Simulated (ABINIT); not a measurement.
# TiTe2 (P-3m1) in ABINIT: equation of state

How stiff is TiTe2 in PBEsol, and what volume does it want? The cell is scaled to several volumes.

All numbers are computed with ABINIT 10.8.3 (patched build); they aren't measurements. Logs are shortened: lines on timing, memory, paths and dates and some standing lists are left out, and cuts for length are marked. The log counts tension as positive stress, the text compression.

## Step 1: Starting point

It takes space group P-3m1 (No. 164, trigonal). The conventional cell has a = 3.777 Å, b = 3.777 Å, c = 6.498 Å, α = 90.00°, β = 90.00°, γ = 120.00°. Te (site symmetry 3m) is surrounded by 3 Ti at 2.77 Å. Around Ti (site symmetry -3m) lie 6 Te at 2.77 Å.

## Step 2: Equation of state, PBEsol

run.abi

```
ndtset 7
getwfk -1
scalecart1 3*0.9795861087
scalecart2 3*0.9864848297
scalecart3 3*0.9932883884
scalecart4 3*1.0000000000
scalecart5 3*1.0066227096
scalecart6 3*1.0131594038
scalecart7 3*1.0196128224

pp_dirpath "./"
pseudos "Te.upf, Ti.upf"

acell 3.777 3.777 6.498 Angstrom
rprim
     1.0000000000     0.0000000000     0.0000000000
    -0.5000000000     0.8660254038     0.0000000000
     0.0000000000     0.0000000000     1.0000000000
ntypat 2
znucl 52 22
natom 3
typat 1 1 2
xred
     0.3333333333     0.6666666667     0.7372000000
     0.6666666667     0.3333333333     0.2628000000
     0.0000000000     0.0000000000     0.0000000000

ecut 1142.878222 eV

kptopt 1
ngkpt 8 8 4
nshiftk 1
shiftk 0.0 0.0 0.0

ixc -116133

nband 27
occopt 3
tsmear 0.00183747

nstep 100
tolvrs 1.0e-10

iomode 3
prtwf 1
prtden 0
prteig 0
prtebands 0
enunit 2
```

Potentials or basis: PseudoDojo NC SR PBEsol v0.4.1 standard.

Command:

```sh
abinit run.abi > log 2>&1
```

run.abo:

```text
.Version 10.8.3 of ABINIT
 DATASET    1 : space group P-3 m 1 (#164); Bravais hP (primitive hexag.)
================================================================================
 Values of the parameters that define the memory need for DATASET  1.
     intxc =       0    ionmov =       0      iscf =       7    lmnmax =       6
     lnmax =       6     mgfft =      72  mpssoang =       3    mqgrid =    3510
     natom =       3  nloc_mem =       1    nspden =       1   nspinor =       1
    nsppol =       1      nsym =      12    n1xccc =    2501    ntypat =       2
    occopt =       3   xclevel =       2
       mpw =        6640          nfft =      145800          nkpt =          35
================================================================================
================================================================================
[... 61 lines left out ...]
 DATASET    7 : space group P-3 m 1 (#164); Bravais hP (primitive hexag.)
================================================================================
 Values of the parameters that define the memory need for DATASET  7.
     intxc =       0    ionmov =       0      iscf =       7    lmnmax =       6
     lnmax =       6     mgfft =      75  mpssoang =       3    mqgrid =    3653
     natom =       3  nloc_mem =       1    nspden =       1   nspinor =       1
    nsppol =       1      nsym =      12    n1xccc =    2501    ntypat =       2
    occopt =       3   xclevel =       2
       mpw =        7513          nfft =      151875          nkpt =          35
================================================================================
================================================================================

--------------------------------------------------------------------------------
------------- Echo of variables that govern the present computation ------------
--------------------------------------------------------------------------------
 -outvars: echo values of preprocessed input variables --------
            acell      7.1374955776E+00  7.1374955776E+00  1.2279440366E+01 Bohr
              amu      1.27600000E+02  4.78800000E+01
             ecut      4.20000000E+01 Hartree
           enunit           2
           getwfk          -1
              ixc     -116133
           jdtset        1    2    3    4    5    6    7
         kptrlatt        8    0    0      0    8    0      0    0    4
          kptrlen1     4.81150768E+01
          kptrlen2     4.84539266E+01
          kptrlen3     4.87881021E+01
          kptrlen4     4.91177615E+01
          kptrlen5     4.94430541E+01
          kptrlen6     4.97641219E+01
          kptrlen7     5.00810994E+01
            natom           3
            nband          27
           ndtset           7
            ngfft1         45      45      72
            ngfft2         45      45      72
[... 76 lines left out ...]
                       0.0000000000E+00  0.0000000000E+00  0.0000000000E+00
            xcart7    -1.0228388879E-15  4.2016561980E+00  9.2299466188E+00
                       3.6387410053E+00  2.1008280990E+00  3.2903282304E+00
                       0.0000000000E+00  0.0000000000E+00  0.0000000000E+00
             xred      3.3333333333E-01  6.6666666667E-01  7.3720000000E-01
                       6.6666666667E-01  3.3333333333E-01  2.6280000000E-01
                       0.0000000000E+00  0.0000000000E+00  0.0000000000E+00
            znucl       52.00000   22.00000

================================================================================

 chkinp: Checking input parameters for consistency, jdtset=   1.

 chkinp: Checking input parameters for consistency, jdtset=   2.
[... 37 lines left out ...]
- pspini: atom type   2  psp file is ./Ti.upf
12 -116133 2 -1 1586                          pspcod,pspxc,lmax,lloc,mmax
     nproj     2     2     2

   3.89060288E+03                                ecore*ucvol(ha*bohr**3)
--------------------------------------------------------------------------------

================================================================================

--- !BeginCycle
iteration_state: {dtset: 1, }
solver: {iscf: 7, nstep: 100, nline: 4, wfoptalg: 0, }
tolerances: {tolvrs: 1.00E-10, }
...
[... 1229 lines left out ...]
-Cartesian components of stress tensor (GPa)         [Pressure= -5.2785E+00 GPa]
- sigma(1 1)=  5.32077816E+00  sigma(3 2)=  0.00000000E+00
- sigma(2 2)=  5.32077814E+00  sigma(3 1)=  0.00000000E+00
- sigma(3 3)=  5.19388121E+00  sigma(2 1)=  0.00000000E+00

== END DATASET(S) ==============================================================
================================================================================

 -outvars: echo values of variables after computation  --------
            acell      7.1374955776E+00  7.1374955776E+00  1.2279440366E+01 Bohr
           etotal1    -2.6873789844E+02
           etotal2    -2.6873837978E+02
           etotal3    -2.6873830974E+02
           etotal4    -2.6873774433E+02
           etotal5    -2.6873673355E+02
           etotal6    -2.6873532268E+02
           etotal7    -2.6873355245E+02
            fcart1     1.0269738797E-28  1.1210387715E-44 -8.4667687798E-03
                      -5.1348693983E-29 -8.8938546880E-29  8.4667687798E-03
                      -5.1348693983E-29  8.8938546880E-29 -0.0000000000E+00
            fcart2    -3.5692720322E-28  2.0607201685E-28 -4.6244417887E-03
                       4.0791680368E-28 -5.8877719101E-29  4.6244417887E-03
                      -5.0989600460E-29 -1.4719429775E-28 -0.0000000000E+00
            fcart3    -5.0640345657E-29 -3.2160938916E-28 -1.0371943953E-03
                       1.0128069131E-28  1.1694886879E-28  1.0371943953E-03
                      -5.0640345657E-29  2.0466052038E-28  7.2280144832E-20
            fcart4    -0.0000000000E+00  2.3232790680E-28  2.3116508063E-03
[... 52 lines left out ...]
           xangst3    -3.2926839648E-16  2.1660162777E+00  4.7581747951E+00
                       1.8758251215E+00  1.0830081389E+00  1.6962131527E+00
                       0.0000000000E+00  0.0000000000E+00  0.0000000000E+00
           xangst4    -3.0489042870E-16  2.1806519668E+00  4.7903256000E+00
                       1.8885000000E+00  1.0903259834E+00  1.7076744000E+00
                       0.0000000000E+00  0.0000000000E+00  0.0000000000E+00
           xangst5    -4.6202120640E-16  2.1950937915E+00  4.8220505353E+00
                       1.9010069871E+00  1.0975468957E+00  1.7189838316E+00
                       0.0000000000E+00  0.0000000000E+00  0.0000000000E+00
           xangst6    -3.7628660946E-17  2.2093480465E+00  4.8533634289E+00
                       1.9133515341E+00  1.1046740233E+00  1.7301463770E+00
                       0.0000000000E+00  0.0000000000E+00  0.0000000000E+00
           xangst7    -5.4126302951E-16  2.2234207065E+00  4.8842774052E+00
                       1.9255388151E+00  1.1117103533E+00  1.7411667147E+00
                       0.0000000000E+00  0.0000000000E+00  0.0000000000E+00
             xred      3.3333333333E-01  6.6666666667E-01  7.3720000000E-01
                       6.6666666667E-01  3.3333333333E-01  2.6280000000E-01
                       0.0000000000E+00  0.0000000000E+00  0.0000000000E+00
 Calculation completed.
```

It took 32 min on 1 thread of Arm Neoverse V1, shared host; peak memory 0.22 GiB.

Results:

- Equilibrium volume: 25.88 Å³/atom
- Bulk modulus at fixed shape and positions: 70 GPa
- Pressure derivative of the bulk modulus: 4.2

Energy against volume, from the lowest point:
```tsv
volume (Å³/atom)	energy (meV/atom)
25.154	4.37
25.689	0.00
26.225	0.64
26.760	5.76
27.295	14.93
27.830	27.73
28.365	43.79
```

Caveat: pressures at fixed basis lie under the slope of the energies; the cell was scaled at fixed shape and fractional positions, which overstates the stiffness of a crystal with free parameters, most of all of layers and chains; this functional lacks dispersion, which binds the layers, so the pressure and a relaxed spacing across them are unreliable. The run has no spin-orbit coupling, so splittings on Te are missing.
